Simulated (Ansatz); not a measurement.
Crystal: NiMoIrPdW.

```
Ni Mo Pd Ir W
1.0
     4.11705    0.00000    0.00000
    -2.05853    3.56547    0.00000
     0.00000    0.00000    5.44580
Ni Mo Pd Ir W
1 1 1 1 1
Cartesian
  0.0000 0.0000 5.2157
  2.0585 1.1885 5.2367
  2.0585 1.1885 2.5211
  0.0000 2.3770 3.9521
  0.0000 2.3770 1.2875
```

The cell was built by a generator and needn't be a form met in nature.

Base run:

- Program: Ansatz 0.2.0
- Functional: revPBE
- Potentials or basis: all-electron LAPW, scalar-relativistic
- Cutoff: 315 eV (chosen from the basis error)
- Basis error allowed: 0.002 eV/atom
- k mesh: 6 × 6 × 4
- Occupations: fermi-dirac, width 0.05 eV
- Spin: collinear spin, ferromagnetic start
- Starting moments: [1.0, 1.0, 0.0, 0.6, 0.0] μB

Its results: pressure 2.7 GPa; net moment 0.00 μB per cell; largest force 0.188 eV/Å.

Q: The run is repeated on the same cell with these changes: functional from revPBE to PBEsol. What comes out?

A: Pressure -8.0 GPa; net moment 0.00 μB per cell; largest force 0.101 eV/Å.

PBEsol binds more tightly than revPBE, so the same cell stands under less pressure.

Caveats: the k mesh is thin for a metal, which can move the energy by tens of meV per atom; the starting moments weren't kept.
